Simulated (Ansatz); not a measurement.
# W: the cost of one run

Program: Ansatz 0.2.0. Level of theory: DFT LDA, scalar-relativistic, plane waves, PAW. These are calculated values, not measurements.

### Step 1. The structure to begin with

The structure is tetragonal, space group P4/nmm (No. 129). The conventional cell has a = 2.871 Å, b = 2.871 Å, c = 27.150 Å, α = 90.00°, β = 90.00°, γ = 90.00°. Around W (site symmetry 4mm) lie 8 W at 2.87 Å. Around W (site symmetry 4mm) lie 12 W at 2.87 Å.

Coordinates:

```cif
data_structure
_symmetry_space_group_name_H-M 'P 1'
_symmetry_Int_Tables_number 1
_cell_length_a 2.8709
_cell_length_b 2.8709
_cell_length_c 27.1500
_cell_angle_alpha 90.000
_cell_angle_beta 90.000
_cell_angle_gamma 90.000
_cell_volume 223.76
loop_
_atom_site_label
_atom_site_type_symbol
_atom_site_fract_x
_atom_site_fract_y
_atom_site_fract_z
_atom_site_occupancy
W1 W 0.50000 0.50000 0.31308 1
W2 W 0.00000 0.00000 0.38785 1
W3 W 0.50000 0.50000 0.46262 1
W4 W 0.00000 0.00000 0.53738 1
W5 W 0.50000 0.50000 0.61215 1
W6 W 0.00000 0.00000 0.68692 1
```

Slab cut from the bulk at the bulk's listed lattice constants, lower half held.

### Step 2. Relaxing the atoms

input.yaml

```yaml
crystal:
  lattice:
    - [2.87085353, 0.0, 0.0]
    - [0.0, 2.87085353, 0.0]
    - [0.0, 0.0, 27.149999897]
  atoms:
    - { symbol: W, position: [0.5, 0.5, 0.3130755076] }
    - { symbol: W, position: [0.0, 0.0, 0.3878452984] }
    - { symbol: W, position: [0.5, 0.5, 0.4626150995] }
    - { symbol: W, position: [0.0, 0.0, 0.5373849005] }
    - { symbol: W, position: [0.5, 0.5, 0.6121547016] }
    - { symbol: W, position: [0.0, 0.0, 0.6869244924] }
basis:
  ecutwfc: 420.0
  fft_grid_basis: typed
kpoints:
  mp_grid: { grid: [9, 9, 1] }
hamiltonian:
  xc: lda
scf:
  occupations: { method: gaussian, width: 0.1 }
output:
  forces: true
  eigenvalues: true
efield:
  axis: 3
  dipole_correction: true
  ramp_width: 0.04
relax:
  adjacent_minimum: "off"
  f_tol: 0.04
  max_steps: 40
  constraints: [{ sites: [0, 1, 2] }]
```

Started as:

```
$ ansatz run input.yaml --threads 1 --pin off --max-ram 2211MiB --backend cpu --events-out ev --progress --plain --runs-dir out
```

What time and memory should one allow on 1 thread of Intel Xeon Platinum 8259CL at 2.50GHz (Skylake/Cascade Lake), shared host?

About 1.8 min, with a peak of 0.49 GiB.
